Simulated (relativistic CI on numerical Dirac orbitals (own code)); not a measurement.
# Nb²⁺: one ion under different settings

How much do the settings matter for Nb²⁺? One ion, several inputs.

Program: relativistic CI on numerical Dirac orbitals (own code) version 3. Level of theory: Dirac-Coulomb-Breit CI, KLI orbitals optimised for each configuration, model QED (radiative potential, 1s self-energy scaled to tabulated hydrogen-like ionisation energies), numerical settings as typed. These are calculated values, not measurements, unless marked.

### Step 1. Starting point

- ion: Nb²⁺ (Nb III)
- nuclear charge: 41
- electrons: 39
- isotope: A = 93

### Step 2. Usual settings

Input settings:

```ini
atom Nb  Z=41  charge=2  electrons=39
nucleus A=93  rms_radius_fm=4.3240
hamiltonian dirac-coulomb  breit=on  qed=on  c_scale=1
orbitals kli  potential=per-configuration
slater_scale 1
correlation none
mixing on
grid step=0.0125 r_max=67.1
scf mixing=0.4 start=green max_iterations=150 tolerance=2e-08 node_fill=0.05
configurations
  [Kr] 4d3
  [Kr] 4d2 5s
  [Kr] 4d2 5p
  [Kr] 4d 5s2
  [Kr] 4d2 4f
end
```

Command:

```sh
$ python run_levels.py task.json out
```

One command runs all members of the session, one after another, from task.json.

### Step 3. Start potential previous

Changes to the settings of step 2:

```diff
@@ -8,3 +8,3 @@
 grid step=0.0125 r_max=67.1
-scf mixing=0.4 start=green max_iterations=150 tolerance=2e-08 node_fill=0.05
+scf mixing=0.4 start=previous max_iterations=150 tolerance=2e-08 node_fill=0.05
 configurations
```

### Step 4. QED terms off

Input settings:

```ini
atom Nb  Z=41  charge=2  electrons=39
nucleus A=93  rms_radius_fm=4.3240
hamiltonian dirac-coulomb  breit=on  qed=off  c_scale=1
orbitals kli  potential=per-configuration
slater_scale 1
correlation none
mixing on
grid step=0.0125 r_max=67.1
scf mixing=0.4 start=green max_iterations=150 tolerance=2e-08 node_fill=0.05
configurations
  [Kr] 4d3
  [Kr] 4d2 5s
  [Kr] 4d2 5p
  [Kr] 4d 5s2
  [Kr] 4d2 4f
end
```

### Step 5. Grid step 0.02, node fill 0.5

Input settings:

```ini
atom Nb  Z=41  charge=2  electrons=39
nucleus A=93  rms_radius_fm=4.3240
hamiltonian dirac-coulomb  breit=on  qed=on  c_scale=1
orbitals kli  potential=per-configuration
slater_scale 1
correlation none
mixing on
grid step=0.02 r_max=67.1
scf mixing=0.4 start=green max_iterations=150 tolerance=2e-08 node_fill=0.5
configurations
  [Kr] 4d3
  [Kr] 4d2 5s
  [Kr] 4d2 5p
  [Kr] 4d 5s2
  [Kr] 4d2 4f
end
```

### Step 6. Slater scale 0.6, node fill 0.01

Input settings:

```ini
atom Nb  Z=41  charge=2  electrons=39
nucleus A=93  rms_radius_fm=4.3240
hamiltonian dirac-coulomb  breit=on  qed=on  c_scale=1
orbitals kli  potential=per-configuration
slater_scale 0.6
correlation none
mixing on
grid step=0.0125 r_max=67.1
scf mixing=0.4 start=green max_iterations=150 tolerance=2e-08 node_fill=0.01
configurations
  [Kr] 4d3
  [Kr] 4d2 5s
  [Kr] 4d2 5p
  [Kr] 4d 5s2
  [Kr] 4d2 4f
end
```

### Step 7. Node fill 5

Input settings:

```ini
atom Nb  Z=41  charge=2  electrons=39
nucleus A=93  rms_radius_fm=4.3240
hamiltonian dirac-coulomb  breit=on  qed=on  c_scale=1
orbitals kli  potential=per-configuration
slater_scale 1
correlation none
mixing on
grid step=0.0125 r_max=67.1
scf mixing=0.4 start=green max_iterations=92 tolerance=2e-08 node_fill=5
configurations
  [Kr] 4d3
  [Kr] 4d2 5s
  [Kr] 4d2 5p
  [Kr] 4d 5s2
  [Kr] 4d2 4f
end
```

### Step 8. Slater scale -1

Changes to the settings of step 7:

```diff
@@ -4,3 +4,3 @@
 orbitals kli  potential=per-configuration
-slater_scale 1
+slater_scale -1
 correlation none
@@ -8,3 +8,3 @@
 grid step=0.0125 r_max=67.1
-scf mixing=0.4 start=green max_iterations=92 tolerance=2e-08 node_fill=5
+scf mixing=0.4 start=green max_iterations=52 tolerance=2e-08 node_fill=0.05
 configurations
```

(Steps that only read results are left out.)

Before running it: what results should come out? Wanted: lowest level, usual settings; total energy; first excitation.

The runs gave:

| setting | total energy less usual (Ha) | largest shift of a level among the lowest eight of both runs, same label and place (cm⁻¹) | SCF iterations | time | lowest level | kind of change |
| --- | --- | --- | --- | --- | --- | --- |
| usual | 0 | 0 | 57 | 0.57 s | 4d3 4F3/2 | - |
| start potential previous | 0 | 0 | 51 | 0.53 s | 4d3 4F3/2 | numerical |
| QED terms off | -1.49 | 6.69 | 57 | 0.55 s | 4d3 4F3/2 | model term |
| grid step 0.02, node fill 0.5 | 0.0418 | 313 | 57 | 0.41 s | 4d3 4F3/2 | numerical |
| Slater scale 0.6, node fill 0.01 | 0.0266 | 4230 | 57 | 0.54 s | 4d3 4F3/2 | model term |
| node fill 5 | 0.461 | 1280 | 67 | 0.6 s | 4d3 4F3/2 | unsound |
| Slater scale -1 | -0.0548 | - | 57 | 0.58 s | 4d3 2D5/2 | unsound |

```
                    quantity          value
lowest level, usual settings      4d3 4F3/2
                total energy  -3813.8190 Ha
            first excitation     446.7 cm⁻¹
```

**Reading.** The lowest level changes under «Slater scale -1». Among the runs whose levels can be followed, they move most under «Slater scale 0.6, node fill 0.01» (model term), by up to 4230 cm⁻¹. No visible change in the result comes from «start potential previous». Only the listed configurations are in the model. Near neutrality, missing correlation can shift configurations against each other by thousands of cm⁻¹.
